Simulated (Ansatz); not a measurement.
# Bi: pressure against volume

Aim: scale the cell of Bi up and down at fixed shape and fractional positions, and get the equilibrium volume and bulk modulus with LAPW, PAW and all-electron datasets made for the crystal.

Program: Ansatz 0.2.0. Level of theory: DFT PBEsol, scalar-relativistic. These are calculated values, not measurements.

### Step 1. Starting point

Symmetry: C2/m, No. 12, monoclinic system. The conventional cell has a = 6.673 Å, b = 6.111 Å, c = 3.300 Å, α = 90.00°, β = 110.41°, γ = 90.00°. Around Bi (site symmetry m) lie 6 Bi at 3.15 to 3.31 Å.

Coordinates:

```cif
data_structure
_symmetry_space_group_name_H-M 'C2/m'
_symmetry_Int_Tables_number 12
_cell_length_a 6.6726
_cell_length_b 6.1108
_cell_length_c 3.3001
_cell_angle_alpha 90.000
_cell_angle_beta 110.412
_cell_angle_gamma 90.000
_cell_volume 126.11
loop_
_atom_site_label
_atom_site_type_symbol
_atom_site_symmetry_multiplicity
_atom_site_Wyckoff_symbol
_atom_site_fract_x
_atom_site_fract_y
_atom_site_fract_z
_atom_site_occupancy
Bi1 Bi 4 i 0.75180 0.50000 0.14900 1
```

The file gives the conventional cell by its symmetry; the runs use the cell typed in the input.

The cell is a measured one (Crystallography Open Database entry 8100521); the temperature and pressure of the measurement aren't taken into account, and nothing was relaxed.

Atoms are numbered in the order of the input: Bi1, Bi2.

### Step 2. Volume × 0.9405, LAPW

The input, input.yaml:

```yaml
crystal:
  lattice:
    - [3.2687529035, -2.9935579811, 0.0]
    - [3.2687529035, 2.9935579811, 0.0]
    - [-1.1276838925, 0.0, 3.0303087698]
  atoms:
    - { symbol: Bi, position: [0.2518, 0.2518, 0.149] }
    - { symbol: Bi, position: [0.7482, 0.7482, 0.851] }
kpoints:
  mp_grid: { grid: [8, 8, 11] }
scf:
  occupations: { method: fermi_dirac, width: 0.05 }
hamiltonian:
  xc: pbesol
  pseudopotentials: { kind: all_electron, lapw: { basis_error: 0.00025 } }
output:
  forces: true
  stress: true
  eigenvalues: true
```

Started as:

```console
ansatz run input.yaml --threads 1 --pin off --max-ram 3072MiB --backend cpu --events-out ev --progress --plain --runs-dir out
```

### Step 3. Volume × 0.9405, PAW

input.yaml: that of step 2 with these lines changed.

```diff
@@ -14,3 +14,3 @@
   xc: pbesol
-  pseudopotentials: { kind: all_electron, lapw: { basis_error: 0.00025 } }
+  pseudopotentials: { kind: paw }
 output:
@@ -19 +19,6 @@
   eigenvalues: true
+  efg: { contact_densities: true }
+  write_density: true
+  write_potential: true
+  elf: true
+  volumetric_format: npy
```

### Step 4. Volume × 0.9405, crystal datasets

input.yaml: that of step 3 with these lines changed.

```diff
@@ -14,3 +14,3 @@
   xc: pbesol
-  pseudopotentials: { kind: paw }
+  pseudopotentials: { kind: all_electron, datasets: crystal }
 output:
@@ -20,5 +20 @@
   efg: { contact_densities: true }
-  write_density: true
-  write_potential: true
-  elf: true
-  volumetric_format: npy
```

### Step 5. Volume × 0.97, LAPW

The input, input.yaml:

```yaml
crystal:
  lattice:
    - [3.3025778978, -3.0245352635, 0.0]
    - [3.3025778978, 3.0245352635, 0.0]
    - [-1.1393531445, 0.0, 3.0616663487]
  atoms:
    - { symbol: Bi, position: [0.2518, 0.2518, 0.149] }
    - { symbol: Bi, position: [0.7482, 0.7482, 0.851] }
kpoints:
  mp_grid: { grid: [8, 8, 11] }
scf:
  occupations: { method: fermi_dirac, width: 0.05 }
hamiltonian:
  xc: pbesol
  pseudopotentials: { kind: all_electron, lapw: { basis_error: 0.00025 } }
output:
  forces: true
  stress: true
  eigenvalues: true
```

### Step 6. Volume × 0.97, PAW

input.yaml: that of step 5 with these lines changed.

```diff
@@ -14,3 +14,3 @@
   xc: pbesol
-  pseudopotentials: { kind: all_electron, lapw: { basis_error: 0.00025 } }
+  pseudopotentials: { kind: paw }
 output:
@@ -19 +19,6 @@
   eigenvalues: true
+  efg: { contact_densities: true }
+  write_density: true
+  write_potential: true
+  elf: true
+  volumetric_format: npy
```

### Step 7. Volume × 1.03, LAPW

The input, input.yaml:

```yaml
crystal:
  lattice:
    - [3.3693146236, -3.0856534527, 0.0]
    - [3.3693146236, 3.0856534527, 0.0]
    - [-1.1623765828, 0.0, 3.123534863]
  atoms:
    - { symbol: Bi, position: [0.2518, 0.2518, 0.149] }
    - { symbol: Bi, position: [0.7482, 0.7482, 0.851] }
kpoints:
  mp_grid: { grid: [8, 8, 11] }
scf:
  occupations: { method: fermi_dirac, width: 0.05 }
hamiltonian:
  xc: pbesol
  pseudopotentials: { kind: all_electron, lapw: { basis_error: 0.00025 } }
output:
  forces: true
  stress: true
  eigenvalues: true
```

### Step 8. Volume × 1.03, PAW

input.yaml: that of step 7 with these lines changed.

```diff
@@ -14,3 +14,3 @@
   xc: pbesol
-  pseudopotentials: { kind: all_electron, lapw: { basis_error: 0.00025 } }
+  pseudopotentials: { kind: paw }
 output:
@@ -19 +19,2 @@
   eigenvalues: true
+  efg: { contact_densities: true }
```

### Step 9. Volume × 1.06, LAPW

The input, input.yaml:

```yaml
crystal:
  lattice:
    - [3.4017138672, -3.1153250176, 0.0]
    - [3.4017138672, 3.1153250176, 0.0]
    - [-1.1735539664, 0.0, 3.1535706946]
  atoms:
    - { symbol: Bi, position: [0.2518, 0.2518, 0.149] }
    - { symbol: Bi, position: [0.7482, 0.7482, 0.851] }
kpoints:
  mp_grid: { grid: [8, 8, 11] }
scf:
  occupations: { method: fermi_dirac, width: 0.05 }
hamiltonian:
  xc: pbesol
  pseudopotentials: { kind: all_electron, lapw: { basis_error: 0.00025 } }
output:
  forces: true
  stress: true
  eigenvalues: true
```

(Steps that only read results are left out.)

What does the calculation give? Wanted: equilibrium volume; bulk modulus (for each run or level that gives them).

As calculated:

| quantity | value |
| --- | --- |
| equilibrium volume (LAPW) | 32.193 Å³/atom |
| bulk modulus (LAPW) | 56 GPa |
| its pressure derivative (LAPW) | 4.7 |
| equilibrium volume (PAW) | 32.181 Å³/atom |
| bulk modulus (PAW) | 56 GPa |
| its pressure derivative (PAW) | 4.6 |

**Reading.** A third-order Birch-Murnaghan fit to the LAPW pressures puts zero pressure at 32.19 Å³/atom, +2.1 % from the given cell, with a bulk modulus of 56 GPa. Shape and positions are held, so a fully relaxed modulus can be lower. PAW's volume lies -0.04 % and its modulus less than 0.1 % from LAPW's. No thermal or zero-point expansion is included. Spin-orbit coupling is left out, though the cell holds Bi; in elements this heavy it can shift bands and gaps by tenths of an eV.
